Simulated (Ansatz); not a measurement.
**Si2B2C: one candidate of a structure search**

Where does this trial cell of Si2B2C go when cell and atoms are let free?

Computed with Ansatz 0.2.0 (DFT PBE, scalar-relativistic, plane waves, PAW, unless a step's input says otherwise).

**1. Starting point**

Symmetry: P4/mmm, No. 123, tetragonal system. The conventional cell has a = 3.207 Å, b = 3.207 Å, c = 5.610 Å, α = 90.00°, β = 90.00°, γ = 90.00°. Around Si (site symmetry mmm) lie 2 B at 1.60 Å. Around B (site symmetry 4/mmm) lie 4 Si at 1.60 Å. B (site symmetry 4/mmm) has 4 C at 2.27 Å as nearest neighbours. Around C (site symmetry 4/mmm) lie 4 B at 2.27 Å.

As a file:

```
CELL_PARAMETERS angstrom
3.20653 0.00000 0.00000
0.00000 3.20653 0.00000
0.00000 0.00000 5.61021
ATOMIC_POSITIONS crystal
Si 0.00000 0.50000 0.50000
Si 0.50000 0.00000 0.50000
B 0.00000 0.00000 0.50000
B 0.50000 0.50000 0.00000
C 0.00000 0.00000 0.00000
```

A structure generator made this guess: random cell by space group and Wyckoff sites (P4/mmm, No. 123). Lengths come from tabulated atomic sizes and are only a guess.

**2. Probe: one point on a coarse mesh**

input.yaml

```yaml
crystal:
  lattice:
    - [3.20653007, 0.0, 0.0]
    - [0.0, 3.20653007, 0.0]
    - [0.0, 0.0, 5.61020715]
  atoms:
    - { symbol: Si, position: [0.0, 0.5, 0.5] }
    - { symbol: Si, position: [0.5, 0.0, 0.5] }
    - { symbol: B, position: [0.0, 0.0, 0.5] }
    - { symbol: B, position: [0.5, 0.5, 0.0] }
    - { symbol: C, position: [0.0, 0.0, 0.0] }
basis:
  ecutwfc: 420
kpoints:
  mp_grid: { grid: [6, 6, 4] }
hamiltonian:
  xc: pbe
scf:
  occupations: { method: gaussian, width: 0.1 }
  lower_state_search: "off"
output:
  forces: true
  stress: true
  eigenvalues: true
```

Started as:

```
ansatz run input.yaml --threads 1 --pin off --max-ram 2560MiB --backend cpu --events-out ev --progress --plain --runs-dir out
```

The session goes on with these runs: spin check on a coarse mesh; coarse relaxation; another rough relaxation; final relaxation.

Before running it: what results should come out? Wanted: conventional cell; volume; energy over the elements; gap on the mesh.

**Answer**, as computed:

```
                              quantity                                                                      value
symmetry at the end (tolerance 0.05 Å)                                               space group P4/mmm (No. 123)
                     conventional cell  a = 4.476 Å, b = 4.476 Å, c = 2.795 Å, α = 90.00°, β = 90.00°, γ = 90.00°
                                volume                                                              11.20 Å³/atom
              energy over the elements                                                              +1.27 eV/atom
                       gap on the mesh                                                               none (metal)
```

**Reading.** The space group P4/mmm (No. 123) is kept, and the volume per atom shrinks by 2.9 % from the first guess. With a positive formation energy it can't be a ground state. No finished test with a distortion of lower symmetry is shown, so the end may be a saddle point. Other magnetic orders were not searched.
